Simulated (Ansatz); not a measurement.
NbTe under changes of volume

One of the cells (21.934 Å³/atom); the others are scaled copies at fixed shape and fractional positions:

```
Te Nb
1.0
     3.70297    0.00000    0.00000
    -1.85149    3.20687    0.00000
     0.00000    0.00000    3.69421
Te Nb
1 1
Direct
  0.66667 0.33333 0.00000
  0.00000 0.00000 0.50000
```

The cell comes from a database or a generator and needn't be the stable form of this composition.

```yaml
Program: Ansatz 0.2.0
Functional: LDA
Potentials_or_basis: all-electron LAPW, scalar-relativistic
Cutoff: 233 eV (chosen from the basis error)
Basis_error_allowed: 0.001 eV/atom
k_mesh: 8 × 8 × 7
Occupations: fermi-dirac, width 0.05 eV
Spin: no spin polarisation
```

| volume (Å³/atom) | energy over the lowest point (meV/atom) | pressure (GPa) |
| --- | --- | --- |
| 20.618 | 0.00 | 0.2 |
| 21.057 | ? | ? |
| 21.496 | 14.52 | -5.2 |
| 21.934 | 32.07 | -7.5 |
| 22.373 | 55.47 | -9.5 |
| 22.812 | 84.03 | -11.3 |
| 23.250 | 117.17 | -12.8 |

What does the run at 21.057 Å³/atom give?

Energy over the lowest point 3.55 meV/atom; pressure -2.7 GPa.

Worked out: A Birch-Murnaghan fit of order 3 (a polynomial in V^(-2/3)) to the other rows has its minimum at 20.64 Å³/atom with B0 = V·E''(V) = 143 GPa and B' = 4.6 at fixed shape and positions, which overstates the stiffness. It gives 3.55 meV/atom at 21.057 Å³/atom, against the run's 3.55, and -dE/dV = -2.7 GPa, against -2.7.

Energies are extrapolated to zero smearing.
